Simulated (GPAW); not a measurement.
Runs of GPAW 26.7.0 on NiF. It takes space group F-43m (No. 216, cubic). The conventional cell has a = 4.670 Å, b = 4.670 Å, c = 4.670 Å, α = 90.00°, β = 90.00°, γ = 90.00°. Around Ni (site symmetry -43m) lie 4 F at 2.02 Å. F (site symmetry -43m) is surrounded by 4 Ni at 2.02 Å. The cell was built by a generator and needn't be a form met in nature.

```csv
cell,target pressure,gap on the mesh (eV),pressure (GPa),moment (μB)
relaxed to 5 GPa,5 GPa,none,4.9,1.16
relaxed to 20 GPa,20 GPa,none,20.0,1.14
relaxed,-,none,0.2,1.16
relaxed to 10 GPa,10 GPa,none,9.8,(a)
relaxed to 2 GPa,2 GPa,none,2.0,1.16
```

Alike in all rows: task relaxation of cell and atoms; level LDA; potentials or basis the program's PAW data sets (release 1.2.1) made for this functional, pw; spin collinear, ferromagnetic start; k mesh 7 × 7 × 7; cutoff (eV) 800; smearing fermi-dirac 0.05 eV.

**Question.** Fill in the values left out.

**Answer.** (a) 1.15.

Caveats: each step starts from the last one's moments, so a moment once lost doesn't come back; the stock nickel data set gives pressures a few GPa off other programs; later steps reuse the first step's grids; a cell with one magnetic atom can't hold antiferromagnetic order, which such compounds often take; semilocal functionals often make such compounds metallic where correlation or magnetic order opens a gap, which also shifts bond lengths.

A gap of «none» marks a metal or a gap under the smearing width.
